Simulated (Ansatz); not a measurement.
# CH6FGeIn: small, medium and large basis sets

The task here is to estimate one member of a computed series from the others.

Computed with Ansatz 0.2.0, Gaussian basis. Level: one geometry, several basis sets.

Plan: PBE0-D4/def2-SVP; ωB97M-V/def2-SVP; PBE0-D4/def2-QZVPP; ωB97M-V/def2-QZVPP; the functionals' def2-TZVPP values are taken from earlier runs.

### The geometry

All runs share one geometry, relaxed beforehand with PBE0-D4 in a triple-zeta def2 set. In takes the def2 core potential; no spin-orbit term is included.

10 atoms, charge 0, spin multiplicity 1.

Atoms are counted from 1 here; the program's logs count them from 0.

Bond lengths: C1–In2 2.139 Å, C1–H5 1.090 Å, C1–H6 1.092 Å, C1–H7 1.090 Å, In2–F3 1.974 Å, In2–Ge4 2.591 Å, Ge4–H8 1.535 Å, Ge4–H9 1.540 Å, Ge4–H10 1.539 Å. Angles: In2–C1–H5 108.5°, In2–C1–H6 109.0°, In2–C1–H7 111.6°, H5–C1–H6 108.8°, H5–C1–H7 110.1°, H6–C1–H7 108.9°, C1–In2–F3 108.7°, C1–In2–Ge4 141.3°, F3–In2–Ge4 110.1°, In2–Ge4–H8 111.4°, In2–Ge4–H9 110.0°, In2–Ge4–H10 110.3°, H8–Ge4–H9 108.8°, H8–Ge4–H10 108.8°, H9–Ge4–H10 107.5°.

Set-up of the first run:

Input file in.yaml:

```yaml
crystal:
  periodic: [false, false, false]
  atoms:
    - {symbol: C, position_ang: [0.258700, 2.011985, -0.940823]}
    - {symbol: In, position_ang: [0.554378, 0.055417, -0.128793]}
    - {symbol: F, position_ang: [2.472376, -0.394383, -0.246734]}
    - {symbol: Ge, position_ang: [-0.751953, -1.898180, 0.963317]}
    - {symbol: H, position_ang: [0.997586, 2.175816, -1.725358]}
    - {symbol: H, position_ang: [0.414510, 2.750669, -0.152212]}
    - {symbol: H, position_ang: [-0.747002, 2.131938, -1.342508]}
    - {symbol: H, position_ang: [0.162734, -3.099474, 1.237874]}
    - {symbol: H, position_ang: [-1.375551, -1.435801, 2.292820]}
    - {symbol: H, position_ang: [-1.902580, -2.349287, 0.045419]}
basis:
  gaussian: {orbitals: def2-SVP}
hamiltonian: {xc: pbe0, dispersion: d4}
output: {orbitals: {seedname: orbitals}}
```

Steps of the session up to this table: PBE0-D4 in def2-SVP; ωB97M-V in def2-SVP; PBE0-D4 in def2-QZVPP; ωB97M-V in def2-QZVPP.

One table of the session follows, with a row left open; its other results are not shown here.

It belongs to the step «Functionals by basis». 

```
functional       basis  HOMO (eV)  LUMO (eV)
   PBE0-D4    def2-SVP          ?          ?
   PBE0-D4  def2-TZVPP      -7.49      -1.62
   PBE0-D4  def2-QZVPP      -7.50      -1.64
   ωB97M-V    def2-SVP      -9.43       0.09
   ωB97M-V  def2-TZVPP      -9.50      -0.11
   ωB97M-V  def2-QZVPP      -9.51      -0.16
```

Q: Estimate the row for PBE0-D4, def2-SVP from the others.

**Answer.** HOMO (eV): -7.43; LUMO (eV): -1.53. In the column «HOMO (eV)» it is the highest.
